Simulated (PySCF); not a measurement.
# NaHg: from the state search to spectroscopic constants

An exercise on one series of results from a longer session: the logs are not shown, and one member is left open.

Program: PySCF 2.14.0. Level of theory: Na cc-pVDZ, Hg cc-pVDZ-PP with ECP60, scalar-relativistic core potentials. These are calculated values, not measurements.

The first run:

The job is set up so:

```
atoms                         : Na, Hg
charge                        : 0
basis                         : Na cc-pVDZ, Hg cc-pVDZ-PP with ECP60
Hamiltonian                   : scalar-relativistic core potentials
basis functions               : 56
electrons treated             : 31
masses in u                   : 22.9898, 201.9706
levels                        : PBE0, PBE, r²SCAN, LDA, r²SCANh, M06-L, HSE06, HF, MP2, SCS-MP2
grid                          : 80 radial by 434 angular points
occupations                   : held fixed by the projection of orbital angular momentum
dissociation limit            : Na + Hg, each in its ground configuration
starting distance in angstrom : 2.950
values of 2S to try           : 1, 3
```

Launch:

```console
> OMP_NUM_THREADS=1 python dia.py task.json out
```

Steps of the session up to this table: Input; First curve: PBE0; Other states along the same grid; PBE (GGA); r²SCAN (meta-GGA); LDA (local density); r²SCANh (hybrid meta-GGA); M06-L (meta-GGA); HSE06 (range-separated hybrid); UHF (mean field).

One of the session's tables, all rows but one given; the rest of the session is left out.

It belongs to the step «The curves together». Energy (eV) from each level's lowest point:

```
R (Å)    UHF  UHF-MP2  UHF-SCS-MP2    LDA    PBE
2.957  0.221    0.114        0.133  0.015  0.052
3.094  0.155    0.062        0.078  0.000  0.019
3.232  0.110    0.031        0.043  0.001  0.003
3.335  0.086    0.017        0.026  0.008  0.000
3.438  0.067    0.008        0.015  0.019  0.001
3.541      ?        ?            ?      ?      ?
3.679  0.037    0.000        0.002  0.051  0.014
3.851  0.023    0.001        0.000  0.075  0.027
4.057  0.011    0.005        0.001  0.104  0.043
4.332  0.000    0.012        0.005  0.138  0.064
```

**Question.** Estimate the row for R (Å) = 3.541.

Worked estimate for «UHF». A straight line through the neighbours (3.438, 0.067) and (3.679, 0.037) gives 0.067 + (0.037 − 0.067) × (3.541 − 3.438) / (3.679 − 3.438) = 0.054; a parabola fitted to 4 rows on both sides gives 0.053.

The run gave: UHF: 0.052; UHF-MP2: 0.003; UHF-SCS-MP2: 0.008; LDA: 0.032; PBE: 0.005. In «UHF» the line misses by +0.002 and the parabola by +0.001.

Caveats from the session: The bond is weak, and basis-set superposition, which was not computed, may be a sizeable part of it.
